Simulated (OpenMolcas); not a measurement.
# Rh⁵⁺ among point charges: CASSCF and CASPT2 levels and susceptibility

Aim: the splitting of the states of Rh⁵⁺ in the field of 6 point charges, its lowest levels with spin-orbit coupling and its magnetic susceptibility.

Method: state-averaged CASSCF and CASPT2, spin-orbit coupling by RASSI with atomic mean-field integrals. Code: OpenMolcas 26.06.

## 1. What is computed

* Species: Rh⁵⁺ (rhodium, Z = 45, 40 electrons)
* Basis: ANO-RCC-VDZP [6s5p3d1f], 43 functions
* Scalar Hamiltonian: DKH2, point nucleus
* Inactive shells: 1s 2s 2p 3s 3p 3d 4s 4p
* Active space: 4 electrons in 5 orbitals (4d)
* Some configurations of this space: 4d4
* Orbitals: optimised for each spin and parity, averaged over all roots

Outer shells as boxes (Hund's rule):

4d4
```
4d [↑ ][↑ ][↑ ][↑ ][  ]
```

The ion sits among 6 point charges of -0.85 e arranged as a trigonal prism (D3h), 2.02 Å from the ion, with a polar angle of 55.5° against the regular 49.1°.

The work runs as a chain of OpenMolcas steps in one folder; each step below is one input file. Labels, J, g values, rates, χT and fits are worked out afterwards by a script from the matrices that RASSI stores.

## 2. One- and two-electron integrals

a.inp reads:

```
&GATEWAY
Coord
1

Rh 0.0 0.0 0.0
Basis=ANO-RCC-VDZP
Group=NoSym
NoMove
AngMom=0.0 0.0 0.0
AMFI
XField
6 Angstrom 0
1.664395 0.000000 1.144634 -0.850000
-0.832198 1.441409 1.144634 -0.850000
-0.832198 -1.441409 1.144634 -0.850000
1.664395 0.000000 -1.144634 -0.850000
-0.832198 1.441409 -1.144634 -0.850000
-0.832198 -1.441409 -1.144634 -0.850000
&SEWARD
```

Started as:

```console
> OMP_NUM_THREADS=1 MOLCAS_MEM=1689 MOLCAS_PROJECT=a pymolcas a.inp > a.log
```

## 3. CASSCF: quintets, 5 roots

a.inp reads:

```
&RASSCF
FileOrb=start.orb
Symmetry=1
Spin=5
nActEl=4 0 0
Inactive=18
Ras2=5
CIRoot=5 5 1
SDav=5
CIMx=300
Iter=120 100
PrWF=0.3
OrbListing=Nothing
MaxOrb=0
>>> COPY $Project.JobIph JOB001
```

start.orb holds the contracted functions of the basis, ordered by shell, or the orbitals of the step before.

## 4. Reference wave functions, triplets, 45 roots

a.inp reads:

```
&RASSCF
FileOrb=start.orb
Symmetry=1
Spin=3
nActEl=4 0 0
Inactive=18
Ras2=5
CIRoot=45 45 1
SDav=45
CIMx=300
Iter=120 100
PrWF=0.3
OrbListing=Nothing
MaxOrb=0
>>> COPY $Project.JobIph JOB002
```

## 5. Reference wave functions, singlets, 50 roots

a.inp reads:

```
&RASSCF
FileOrb=start.orb
Symmetry=1
Spin=1
nActEl=4 0 0
Inactive=18
Ras2=5
CIRoot=50 50 1
SDav=50
CIMx=300
Iter=120 100
PrWF=0.3
OrbListing=Nothing
MaxOrb=0
>>> COPY $Project.JobIph JOB003
```

## 6. RASSI: spin-orbit coupling between the states

a.inp reads:

```
&RASSI
NrOfJobIphs=3 5 45 50
1 2 3 4 5
1 2 3 4 5 6 7 8 9 10 11 12 13 14 15 16 17 18 19 20 21 22 23 24 25 26 27
28 29 30 31 32 33 34 35 36 37 38 39 40 41 42 43 44 45
1 2 3 4 5 6 7 8 9 10 11 12 13 14 15 16 17 18 19 20 21 22 23 24 25 26 27
28 29 30 31 32 33 34 35 36 37 38 39 40 41 42 43 44 45 46 47 48 49 50
IphNames
JOB001
JOB002
JOB003
EJob
SpinOrbit
DIPRint=1.0
SOCoupling=1000.0
Subsets=2
Property=9
'ANGMOM' 1 'ANGMOM' 2 'ANGMOM' 3 'MLTPL  1' 1 'MLTPL  1' 2 'MLTPL  1' 3
'AMFI' 1 'AMFI' 2 'AMFI' 3
SOProperty=3
'ANGMOM' 1 'ANGMOM' 2 'ANGMOM' 3
```

## 7. CASPT2: IPEA 0.25, imaginary shift 0.1 (closed shells correlated: 4s 4p)

a.inp reads:

```
>>> COPY JOB001 $Project.JobIph
&CASPT2
Multistate=5 1 2 3 4 5
NoMult
Frozen=14
IPEA=0.25
Imaginary=0.1
MaxIter=60
WThr=0.0 0.3 0.05
PrWF=0.5
NoMix
>>> COPY JOB002 $Project.JobIph
&CASPT2
Multistate=45 1 2 3 4 5 6 7 8 9 10 11 12 13 14 15 16 17 18 19 20 21 22
23 24 25 26 27 28 29 30 31 32 33 34 35 36 37 38 39 40 41 42 43 44 45
NoMult
Frozen=14
IPEA=0.25
Imaginary=0.1
MaxIter=60
WThr=0.0 0.3 0.05
PrWF=0.5
NoMix
>>> COPY JOB003 $Project.JobIph
&CASPT2
Multistate=50 1 2 3 4 5 6 7 8 9 10 11 12 13 14 15 16 17 18 19 20 21 22
23 24 25 26 27 28 29 30 31 32 33 34 35 36 37 38 39 40 41 42 43 44 45 46
47 48 49 50
NoMult
Frozen=14
IPEA=0.25
Imaginary=0.1
MaxIter=60
WThr=0.0 0.3 0.05
PrWF=0.5
NoMix
```

(Steps that only read results are left out.)

Before running it: what results should come out? Wanted: spin-free ground state; first state of the same spin within the active space; lowest level; next level.

As calculated:

| quantity | value |
| --- | --- |
| method | SS-CASPT2, IPEA 0.25, imaginary shift 0.1 (closed shells correlated: 4s 4p) |
| spin-free ground state | 5E, 2-fold in its orbital part |
| first state of the same spin within the active space | 5E at 406 cm⁻¹ |
| lowest level | 1-fold A1 |
| next level | 615.2 cm⁻¹ |
| χT at 300 K | 0.47 cm³ K/mol |
| effective moment at 300 K | 1.95 μB |

Cost by method:

| method | time of its own steps | time with the reference |
| --- | --- | --- |
| A. CASSCF | 31 s | 31 s |
| B. SS-CASPT2, IPEA 0.25, imaginary shift 0.1, +4s 4p | 8.6 s | 39 s |

Times are of one thread on a shared host.

The spin-free ground state (5E) comes to 100 % from free-ion D terms and keeps the highest spin of the shell. χT at 300 K is 0.47, against 3.01 cm³ K/mol for the spin alone, so spin-orbit coupling lowers it. An active space of the d shell alone favours high spin; real ions in strong fields can be low spin. CASPT2 does not keep the components of a term degenerate, and the means are used. The field of point charges can differ much from that of real complexes. With metal d orbitals alone active, the gaps between spin states are rough; where two lie within a few thousand cm-1, their order is open. This is an electrostatic model: the charges have no orbitals.
